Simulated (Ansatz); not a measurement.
# MgS: a point defect seen from the nuclei (Cl on an S site), part 2 of 3

How do the nuclei near a point defect see it? The defect is Cl on an S site in MgS (cell charge 0), first unrelaxed. The cell is a supercell built from a computed entry of the Materials Project. Planned: a single point, then a relaxation, then a check of dispersion with dr2_threshold.

Ansatz 0.2.0; DFT, PBE, plane-wave PAW, default files, scalar-relativistic, as far as a step names no other.

### Step 3. Ions relaxed

The input, input.yaml:

```yaml
crystal:
  lattice:
    - [0.0, 7.8131926668, 7.8131926668]
    - [7.8131926668, 0.0, 7.8131926668]
    - [7.8131926668, 7.8131926668, 0.0]
  atoms:
    - { symbol: Mg, position: [0.0, 0.0, 0.0] }
    - { symbol: Mg, position: [0.0, 0.0, 0.3333333333] }
    - { symbol: Mg, position: [0.0, 0.0, 0.6666666667] }
    - { symbol: Mg, position: [0.0, 0.3333333333, 0.0] }
    - { symbol: Mg, position: [0.0, 0.3333333333, 0.3333333333] }
    - { symbol: Mg, position: [0.0, 0.3333333333, 0.6666666667] }
    - { symbol: Mg, position: [0.0, 0.6666666667, 0.0] }
    - { symbol: Mg, position: [0.0, 0.6666666667, 0.3333333333] }
    - { symbol: Mg, position: [0.0, 0.6666666667, 0.6666666667] }
    - { symbol: Mg, position: [0.3333333333, 0.0, 0.0] }
    - { symbol: Mg, position: [0.3333333333, 0.0, 0.3333333333] }
    - { symbol: Mg, position: [0.3333333333, 0.0, 0.6666666667] }
    - { symbol: Mg, position: [0.3333333333, 0.3333333333, 0.0] }
    - { symbol: Mg, position: [0.3333333333, 0.3333333333, 0.3333333333] }
    - { symbol: Mg, position: [0.3333333333, 0.3333333333, 0.6666666667] }
    - { symbol: Mg, position: [0.3333333333, 0.6666666667, 0.0] }
    - { symbol: Mg, position: [0.3333333333, 0.6666666667, 0.3333333333] }
    - { symbol: Mg, position: [0.3333333333, 0.6666666667, 0.6666666667] }
    - { symbol: Mg, position: [0.6666666667, 0.0, 0.0] }
    - { symbol: Mg, position: [0.6666666667, 0.0, 0.3333333333] }
    - { symbol: Mg, position: [0.6666666667, 0.0, 0.6666666667] }
    - { symbol: Mg, position: [0.6666666667, 0.3333333333, 0.0] }
    - { symbol: Mg, position: [0.6666666667, 0.3333333333, 0.3333333333] }
    - { symbol: Mg, position: [0.6666666667, 0.3333333333, 0.6666666667] }
    - { symbol: Mg, position: [0.6666666667, 0.6666666667, 0.0] }
    - { symbol: Mg, position: [0.6666666667, 0.6666666667, 0.3333333333] }
    - { symbol: Mg, position: [0.6666666667, 0.6666666667, 0.6666666667] }
    - { symbol: Cl, position: [0.1666666667, 0.1666666667, 0.1666666667], spin: 1.0 }
    - { symbol: S, position: [0.1666666667, 0.1666666667, 0.5] }
    - { symbol: S, position: [0.1666666667, 0.1666666667, 0.8333333333] }
    - { symbol: S, position: [0.1666666667, 0.5, 0.1666666667] }
    - { symbol: S, position: [0.1666666667, 0.5, 0.5] }
    - { symbol: S, position: [0.1666666667, 0.5, 0.8333333333] }
    - { symbol: S, position: [0.1666666667, 0.8333333333, 0.1666666667] }
    - { symbol: S, position: [0.1666666667, 0.8333333333, 0.5] }
    - { symbol: S, position: [0.1666666667, 0.8333333333, 0.8333333333] }
    - { symbol: S, position: [0.5, 0.1666666667, 0.1666666667] }
    - { symbol: S, position: [0.5, 0.1666666667, 0.5] }
    - { symbol: S, position: [0.5, 0.1666666667, 0.8333333333] }
    - { symbol: S, position: [0.5, 0.5, 0.1666666667] }
    - { symbol: S, position: [0.5, 0.5, 0.5] }
    - { symbol: S, position: [0.5, 0.5, 0.8333333333] }
    - { symbol: S, position: [0.5, 0.8333333333, 0.1666666667] }
    - { symbol: S, position: [0.5, 0.8333333333, 0.5] }
    - { symbol: S, position: [0.5, 0.8333333333, 0.8333333333] }
    - { symbol: S, position: [0.8333333333, 0.1666666667, 0.1666666667] }
    - { symbol: S, position: [0.8333333333, 0.1666666667, 0.5] }
    - { symbol: S, position: [0.8333333333, 0.1666666667, 0.8333333333] }
    - { symbol: S, position: [0.8333333333, 0.5, 0.1666666667] }
    - { symbol: S, position: [0.8333333333, 0.5, 0.5] }
    - { symbol: S, position: [0.8333333333, 0.5, 0.8333333333] }
    - { symbol: S, position: [0.8333333333, 0.8333333333, 0.1666666667] }
    - { symbol: S, position: [0.8333333333, 0.8333333333, 0.5] }
    - { symbol: S, position: [0.8333333333, 0.8333333333, 0.8333333333] }
magnetization:
  spin_polarized: true
kpoints:
  mp_grid: { grid: [2, 2, 2] }
scf:
  occupations: { method: fermi_dirac, width: 0.01 }
hamiltonian:
  xc: pbe
  pseudopotentials: { kind: paw }
output:
  forces: true
  stress: true
  populations: true
  efg:
    quadrupole_moments_barn: { Mg: 0.1994, Cl: -0.08112, S: -0.0694 }
    contact_densities: true
  write_density: true
  write_potential: true
  elf: true
  volumetric_format: npy
relax:
  f_tol: 0.03
  max_steps: 40
```

Launch:

```console
$ ansatz run input.yaml --threads 4 --pin off --max-ram 8192MiB --backend cpu --events-out ev --progress --plain --runs-dir out
```

The log of the run:

```text
[... 1 line left out ...]
Warning: RAYON_NUM_THREADS=4 ignored (pool sized by the plan → 4); use --threads N
Engine: ansatz 0.2.0, aarch64-unknown-linux-gnu
Pseudopotentials: kind: paw
Pseudopotential: Mg, paw, valence charge 10, recommended cutoff 420 eV (normal), Mg.paw.azcp
Pseudopotential: Cl, paw, valence charge 7, recommended cutoff 420 eV (normal), Cl.paw.azcp
Pseudopotential: S, paw, valence charge 6, recommended cutoff 420 eV (normal), S.paw.azcp
Functional definition: PBE
  parameter kappa = 0.804
  parameter beta = 0.06672455060314922
  exchange = pbe_x(kappa = kappa, mu = beta*pi^2/3)
  correlation = pbe_c(beta = beta)
Crystal: 54 atoms, lattice volume = 953.928 Å³
Basis set: ecut = 420 eV, 18643 PW (Γ), exchange–correlation on 150×150×150 points (8 copies of the dense FFT grid, shifted against one another)
Bands: 271, of which v1, the nominal top of the filled ones, is band 217 counted from 1 (216 counted from 0)
Symmetry: 48 space group operations
Space group: Fm-3m (ITA 225), of the structure as read, at distance tolerance 9.8e-5 Å
Magnetic group: BNS 225.116 (UNI 1618), of the structure as read, at distance tolerance 9.8e-5 Å
k-points: 3 of 8
Non-local potential: Mg, projectors of the file, l = 0: 3, l = 1: 2, l = 2: 1
Non-local potential: Cl, projectors of the file, l = 0: 2, l = 1: 2, l = 2: 2
Non-local potential: S, projectors of the file, l = 0: 2, l = 1: 2, l = 2: 2
PAW form: soft (Blöchl's): semilocal exchange-correlation on the pseudo side does not see the compensation charge
PAW one-centre angular grid: Mg, 110 points (default); XC on 64 Gauss nodes
PAW one-centre angular grid: Cl, 110 points (default); XC on 64 Gauss nodes
PAW one-centre angular grid: S, 110 points (default); XC on 64 Gauss nodes
Initial density: superposition of atomic densities (chi_scale 0.1, normalization cell, long waves kept (reshape's long-wave potential 0.20 eV rms))
Starting moments: Σ|m| = 1 μB on 1 of 54 sites
Initial wavefunctions: pseudopotential atomic-orbital guess
Functional: x = pbe(κ = 0.804, μ = 0.2195149727645171), c = pbe(β = 0.06672455060314922)
SCF iter   1: F=—  HF=-76556.095788 eV  |F-HF|=—  |Δ(HF+E_count)|=         —  Δρ=2.21e-2 (↑2.21e-2 ↓1.84e-2)  dr2=2.13e1  dr2_m=2.11e-1  M=0.013 μB ∫|m|=0.194 μB  β_m=0.30  ethr=3.10e-3  ⟨swp⟩=5.7  Hψ=6468  notcnv=0  defer=112
preconditioner: auto → Resta (q_TF=auto, 2.392 Å⁻¹)  ε∞=4.0  [insulator: Δε(μ)=0.046 eV  Ē_g=10.290 eV  σ=0.010 eV  W_gap=0.71  n_scr=228 (ndim 8)  ℏωp=17.7 eV  f_vac=0.000  D(μ)=9.37/eV (n_scr^D=26)  ε∞_Penn≈4.0]
spin=Collinear: Resta preconditioning applied to the charge; magnetization (m = ρ↑ − ρ↓) channel mixes plain (no charge-response kernel on spin).
SCF iter   2: F=—  HF=-76553.058001 eV  |F-HF|=—  |Δ(HF+E_count)|=    3.04e0  Δρ=1.47e-2 (↑1.47e-2 ↓1.27e-2)  dr2=8.96e0  dr2_m=1.19e-1  M=0.004 μB ∫|m|=0.124 μB  β_m=0.30  ethr=3.10e-3  ⟨swp⟩=2.0  Hψ=2570  notcnv=0  defer=263
SCF iter   3: F=—  HF=-76551.690386 eV  |F-HF|=—  |Δ(HF+E_count)|=    1.37e0  Δρ=5.72e-3 (↑4.67e-3 ↓5.72e-3)  dr2=7.11e-1  dr2_m=6.59e-2  M=0.000 μB ∫|m|=0.080 μB  β_m=0.30  ethr=2.07e-3  ⟨swp⟩=4.5  Hψ=3242  notcnv=0  defer=270
SCF iter   4: F=—  HF=-76551.809073 eV  |F-HF|=—  |Δ(HF+E_count)|=   1.19e-1  Δρ=3.12e-3 (↑2.05e-3 ↓3.12e-3)  dr2=1.06e-1  dr2_m=3.42e-2  M=0.000 μB ∫|m|=0.057 μB  β_m=0.30  ethr=1.64e-4  ⟨swp⟩=4.2  Hψ=2623  notcnv=0  defer=284
SCF iter   5: F=—  HF=-76551.819201 eV  |F-HF|=—  |Δ(HF+E_count)|=   1.01e-2  Δρ=1.58e-3 (↑1.58e-3 ↓1.54e-3)  dr2=9.57e-3  dr2_m=1.81e-2  M=0.000 μB ∫|m|=0.043 μB  β_m=0.30  ethr=2.44e-5  ⟨swp⟩=3.2  Hψ=2065  notcnv=0  defer=284
SCF iter   6: F=—  HF=-76551.831151 eV  |F-HF|=—  |Δ(HF+E_count)|=   1.20e-2  Δρ=1.07e-3 (↑1.06e-3 ↓1.07e-3)  dr2=9.42e-4  dr2_m=9.63e-3  M=0.000 μB ∫|m|=0.033 μB  β_m=0.30  ethr=2.21e-6  ⟨swp⟩=2.8  Hψ=2375  notcnv=0  defer=284
SCF iter   7: F=—  HF=-76551.835076 eV  |F-HF|=—  |Δ(HF+E_count)|=   3.92e-3  Δρ=7.85e-4 (↑7.85e-4 ↓7.60e-4)  dr2=2.72e-4  dr2_m=5.14e-3  M=0.000 μB ∫|m|=0.025 μB  β_m=0.30  ethr=2.18e-7  ⟨swp⟩=2.5  Hψ=2137  notcnv=0  defer=284
[... 115 lines left out ...]
  atom  37  S  V_zz =    -0.634266   η = 0.3691   by run symmetry: allowed   C_q = +1.0644 MHz
            electrostatic potential = -1633.390663 V   contact ρ = 19764.299424 e/Å³   contact ρ_s (e/Å³): all electrons +0.000000, valence +0.000000
  atom  38  S  V_zz =    -0.147689   η = 0.0000   by run symmetry: allowed   C_q = +0.2478 MHz
            electrostatic potential = -1633.447354 V   contact ρ = 19764.154727 e/Å³   contact ρ_s (e/Å³): all electrons +0.000000, valence +0.000000
  atom  39  S  V_zz =    -0.634266   η = 0.3691   by run symmetry: allowed   C_q = +1.0644 MHz
            electrostatic potential = -1633.390663 V   contact ρ = 19764.299424 e/Å³   contact ρ_s (e/Å³): all electrons +0.000000, valence +0.000000
  atom  40  S  V_zz =    -0.147689   η = 0.0000   by run symmetry: allowed   C_q = +0.2478 MHz
            electrostatic potential = -1633.447354 V   contact ρ = 19764.154727 e/Å³   contact ρ_s (e/Å³): all electrons +0.000000, valence +0.000000
  atom  41  S  V_zz =    -0.147689   η = 0.0000   by run symmetry: allowed   C_q = +0.2478 MHz
            electrostatic potential = -1633.447354 V   contact ρ = 19764.154727 e/Å³   contact ρ_s (e/Å³): all electrons +0.000000, valence +0.000000
  atom  42  S  V_zz =    -0.140601   η = 0.0000   by run symmetry: allowed   C_q = +0.2359 MHz
            electrostatic potential = -1633.431135 V   contact ρ = 19764.037477 e/Å³   contact ρ_s (e/Å³): all electrons +0.000000, valence +0.000000
  atom  43  S  V_zz =    -0.634266   η = 0.3691   by run symmetry: allowed   C_q = +1.0644 MHz
            electrostatic potential = -1633.390663 V   contact ρ = 19764.299424 e/Å³   contact ρ_s (e/Å³): all electrons +0.000000, valence +0.000000
  atom  44  S  V_zz =    -0.140601   η = 0.0000   by run symmetry: allowed   C_q = +0.2359 MHz
            electrostatic potential = -1633.431135 V   contact ρ = 19764.037477 e/Å³   contact ρ_s (e/Å³): all electrons +0.000000, valence +0.000000
  atom  45  S  V_zz =    -0.140601   η = 0.0000   by run symmetry: allowed   C_q = +0.2359 MHz
            electrostatic potential = -1633.431135 V   contact ρ = 19764.037477 e/Å³   contact ρ_s (e/Å³): all electrons +0.000000, valence +0.000000
  atom  46  S  V_zz =    -0.634266   η = 0.3691   by run symmetry: allowed   C_q = +1.0644 MHz
            electrostatic potential = -1633.390663 V   contact ρ = 19764.299424 e/Å³   contact ρ_s (e/Å³): all electrons +0.000000, valence +0.000000
  atom  47  S  V_zz =    -0.634266   η = 0.3691   by run symmetry: allowed   C_q = +1.0644 MHz
            electrostatic potential = -1633.390663 V   contact ρ = 19764.299424 e/Å³   contact ρ_s (e/Å³): all electrons +0.000000, valence +0.000000
  atom  48  S  V_zz =    -0.147689   η = 0.0000   by run symmetry: allowed   C_q = +0.2478 MHz
            electrostatic potential = -1633.447354 V   contact ρ = 19764.154727 e/Å³   contact ρ_s (e/Å³): all electrons +0.000000, valence +0.000000
  atom  49  S  V_zz =    -0.634266   η = 0.3691   by run symmetry: allowed   C_q = +1.0644 MHz
            electrostatic potential = -1633.390663 V   contact ρ = 19764.299424 e/Å³   contact ρ_s (e/Å³): all electrons +0.000000, valence +0.000000
  atom  50  S  V_zz =    -0.140601   η = 0.0000   by run symmetry: allowed   C_q = +0.2359 MHz
            electrostatic potential = -1633.431135 V   contact ρ = 19764.037477 e/Å³   contact ρ_s (e/Å³): all electrons +0.000000, valence +0.000000
  atom  51  S  V_zz =    -0.140601   η = 0.0000   by run symmetry: allowed   C_q = +0.2359 MHz
            electrostatic potential = -1633.431135 V   contact ρ = 19764.037477 e/Å³   contact ρ_s (e/Å³): all electrons +0.000000, valence +0.000000
  atom  52  S  V_zz =    -0.147689   η = 0.0000   by run symmetry: allowed   C_q = +0.2478 MHz
            electrostatic potential = -1633.447354 V   contact ρ = 19764.154727 e/Å³   contact ρ_s (e/Å³): all electrons +0.000000, valence +0.000000
  atom  53  S  V_zz =    -0.140601   η = 0.0000   by run symmetry: allowed   C_q = +0.2359 MHz
            electrostatic potential = -1633.431135 V   contact ρ = 19764.037477 e/Å³   contact ρ_s (e/Å³): all electrons +0.000000, valence +0.000000
  atom  54  S  V_zz =    -0.147689   η = 0.0000   by run symmetry: allowed   C_q = +0.2478 MHz
            electrostatic potential = -1633.447354 V   contact ρ = 19764.154727 e/Å³   contact ρ_s (e/Å³): all electrons +0.000000, valence +0.000000
--- Band table (eV; the first three rows and the last of 6) ---
[... 4 lines left out ...]
--- Relaxed structure (4 steps of the walk, 4 accepted, 0 SCFs on fresh bases) ---
  F+E_penalty+E_count = -76552.26939845 eV   max|allowed force component| = 1.039e-2 eV/Å
  atoms:
[... 54 lines left out ...]
--- Löwdin populations: 54 sites ---
  site symbol       q [e]    m [muB]
[... 54 lines left out ...]
  spilling = 0.009064 (of n_electrons = 433.000000)
```

Wall time 2.6 min (4 threads of Arm Neoverse V1, shared host); peak memory 4.8 GiB.

Step by step:

| step | energy change (eV) | largest force component (eV/Å) |
| --- | --- | --- |
| 1 | 0.0000 | 0.986 |
| 2 | -0.4061 | 0.171 |
| 3 | -0.4275 | 0.045 |
| 4 | -0.4301 | 0.010 |

Atom 13 and its like (Mg) moved farthest, 0.132 Å; the mean move was 0.027 Å.

The run ends with no gap over 0.1 eV on the mesh, largest force 0.010 eV/Å, pressure 1.7 GPa.

What changed since step 2 (V_zz in 10²¹ V/m²):

```csv
site,atoms,"V_zz, PBE","V_zz, PBE relaxed","η, PBE","η, PBE relaxed"
Cl,28,0.00,0.00,–,–
Mg2,"2, 4, 5, …",0.91,0.67,0.00,0.00
S29,"29, 30, 31, …",1.60,-0.63,0.00,0.37
Mg1,"1, 3, 7, …",-0.005,-0.024,0.00,0.00
S42,"42, 44, 45, …",0.096,-0.14,0.00,0.00
Mg6,"6, 8, 9, …",-0.065,-0.14,0.27,0.11
S32,"32, 36, 38, …",-0.27,-0.15,0.00,0.00
Mg27,27,0.00,0.00,–,–
```

The printed gradients, by site:

```csv
site,atoms,distance from the defect (Å),V_zz (10²¹ V/m²),η,C_Q (MHz)
Cl,28,0.00,0.00,–,0 (³⁵Cl)
Mg2,"2, 4, 5, 10, …",2.74,0.67,0.00,3.23 (²⁵Mg)
S29,"29, 30, 31, 33, …",3.66,-0.63,0.37,1.06 (³³S)
Mg1,"1, 3, 7, 14, …",4.52,-0.024,0.00,-0.118 (²⁵Mg)
S42,"42, 44, 45, 50, …",5.24,-0.14,0.00,0.236 (³³S)
Mg6,"6, 8, 9, 12, …",5.82,-0.14,0.11,-0.653 (²⁵Mg)
S32,"32, 36, 38, 40, …",6.38,-0.15,0.00,0.248 (³³S)
Mg27,27,7.81,0.00,–,0 (²⁵Mg)
```

Direction of the V_zz axis (Cartesian unit vector):

| site | atom | x | y | z |
| --- | --- | --- | --- | --- |
| Mg2 | 2 | 0.00 | 0.00 | 1.00 |
| Mg6 | 6 | 0.00 | 0.00 | 1.00 |
| S29 | 29 | 0.00 | 0.00 | 1.00 |
| S32 | 32 | -0.58 | 0.58 | 0.58 |
| S42 | 42 | 0.00 | 0.00 | 1.00 |

The sizes of the gradients above 0.15 moved by 46 % in the median, 60 % at the site that moves most (small gradients counted from 0.15; S29, 1.60 to -0.63), with a change of sign at S29.

Density in a lattice plane of the grid's cell (edges 11.05 and 11.05 Å, at 0.166 of the third edge), which holds Cl and S.

Values in e/Å³, 12 rows by 12 columns:
```
0.11 0.68 0.72 0.11 0.11 0.70 0.70 0.11 0.11 0.66 0.68 0.11
0.09 0.64 0.20 0.69 0.09 0.68 0.12 0.65 0.09 0.66 0.19 0.68
0.11 0.10 0.61 0.64 0.11 0.11 0.63 0.61 0.10 0.11 0.66 0.66
0.09 0.10 0.09 0.10 0.09 0.11 0.09 0.10 0.08 0.10 0.09 0.11
0.11 0.63 0.63 0.11 0.11 0.65 0.68 0.11 0.10 0.61 0.65 0.11
0.09 0.69 0.12 0.65 0.09 0.67 0.04 0.68 0.09 0.63 0.12 0.70
0.11 0.12 0.70 0.68 0.11 0.11 0.67 0.65 0.11 0.11 0.68 0.70
0.08 0.08 0.08 0.11 0.09 0.11 0.09 0.11 0.09 0.11 0.09 0.11
0.08 0.72 0.73 0.08 0.11 0.68 0.65 0.11 0.10 0.64 0.69 0.11
0.08 0.74 0.18 0.73 0.08 0.70 0.12 0.63 0.09 0.61 0.20 0.72
0.11 0.08 0.74 0.72 0.08 0.12 0.69 0.63 0.10 0.10 0.64 0.68
0.09 0.11 0.08 0.08 0.08 0.11 0.09 0.11 0.09 0.11 0.09 0.11
```
Columns run along the first of these edges and rows up along the second, over one cell in 12 and 12 even steps from the bottom left corner. Atoms in the plane (fractional): Cl at (0.17, 0.17), S at (0.17, 0.50), S at (0.17, 0.84), S at (0.50, 0.17), S at (0.50, 0.50), S at (0.50, 0.84), S at (0.84, 0.17), S at (0.84, 0.50), S at (0.83, 0.83).

ELF in the same plane.

Values, 12 rows by 12 columns:
```
0.28 0.85 0.84 0.36 0.34 0.85 0.84 0.31 0.29 0.85 0.84 0.32
0.12 0.84 0.02 0.85 0.13 0.84 0.01 0.84 0.13 0.85 0.02 0.84
0.30 0.28 0.84 0.85 0.30 0.29 0.85 0.85 0.28 0.30 0.85 0.85
0.11 0.28 0.13 0.28 0.12 0.30 0.13 0.27 0.12 0.28 0.13 0.29
0.28 0.85 0.84 0.29 0.30 0.85 0.84 0.32 0.27 0.85 0.84 0.31
0.11 0.84 0.01 0.85 0.13 0.84 0.01 0.84 0.13 0.85 0.01 0.84
0.34 0.35 0.84 0.85 0.29 0.30 0.84 0.85 0.30 0.29 0.84 0.85
0.09 0.15 0.11 0.35 0.12 0.29 0.13 0.30 0.12 0.30 0.13 0.34
0.13 0.84 0.84 0.14 0.35 0.85 0.85 0.29 0.28 0.85 0.85 0.36
0.09 0.83 0.30 0.84 0.11 0.84 0.01 0.84 0.13 0.84 0.02 0.84
0.34 0.16 0.83 0.84 0.15 0.35 0.84 0.85 0.28 0.28 0.84 0.85
0.11 0.34 0.09 0.13 0.09 0.34 0.11 0.28 0.11 0.30 0.12 0.28
```
Columns run along the first of these edges and rows up along the second, over one cell in 12 and 12 even steps from the bottom left corner. Atoms in the plane (fractional): Cl at (0.17, 0.17), S at (0.17, 0.50), S at (0.17, 0.84), S at (0.50, 0.17), S at (0.50, 0.50), S at (0.50, 0.84), S at (0.84, 0.17), S at (0.84, 0.50), S at (0.83, 0.83).

Both are smooth fields of the valence electrons: close to the nuclei they are not physical.

Outside the cores ELF peaks at 0.88 in the shell around S, 0.9 Å from S; 0.88 in the shell around Cl, 0.8 Å from Cl.

(Part 2 of 3 ends here.)
